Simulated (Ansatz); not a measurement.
# Ge2P: the cost of one run

Method: DFT PBE, scalar-relativistic, plane waves, PAW, in Ansatz 0.2.0.

### Step 1. The system as given

The structure is hexagonal, space group P6/mmm (No. 191). The conventional cell has a = 3.855 Å, b = 3.855 Å, c = 4.164 Å, α = 90.00°, β = 90.00°, γ = 120.00°. Around Ge (site symmetry -6m2) lie 3 Ge at 2.23 Å and 6 P at 3.05 Å. Around P (site symmetry 6/mmm) lie 12 Ge at 3.05 Å.

Structure file:

```xyz
3
Lattice="3.8553 0.0000 0.0000 -1.9277 3.3388 0.0000 0.0000 0.0000 4.1637" Properties=species:S:1:pos:R:3 pbc="T T T"
Ge    0.0000    2.2259    2.0819
Ge    1.9277    1.1129    2.0819
P     0.0000    0.0000    0.0000
```

Recipe of the guess: species swapped into a database cell of LuSi2 (P6/mmm, No. 191), with P on the Lu sites and Ge on the Si sites. Its size is a rough estimate.

### Step 2. A first look at the guess

File input.yaml:

```yaml
crystal:
  lattice:
    - [3.85531325, 0.0, 0.0]
    - [-1.92765662, 3.33879921, 0.0]
    - [0.0, 0.0, 4.16373619]
  atoms:
    - { symbol: Ge, position: [0.33333333, 0.66666667, 0.5] }
    - { symbol: Ge, position: [0.66666667, 0.33333333, 0.5] }
    - { symbol: P, position: [0.0, 0.0, 0.0] }
basis:
  ecutwfc: 420
kpoints:
  mp_grid: { grid: [6, 6, 4] }
hamiltonian:
  xc: pbe
scf:
  occupations: { method: gaussian, width: 0.1 }
  lower_state_search: "off"
output:
  forces: true
  stress: true
  eigenvalues: true
```

Command:

```sh
$ ansatz run input.yaml --threads 1 --pin off --max-ram 2560MiB --backend cpu --events-out ev --progress --plain --runs-dir out
```

Q: Estimate wall time and peak memory on 1 thread of AMD EPYC (Zen 3), shared host.

About 3.9 s, with a peak of 0.33 GiB.
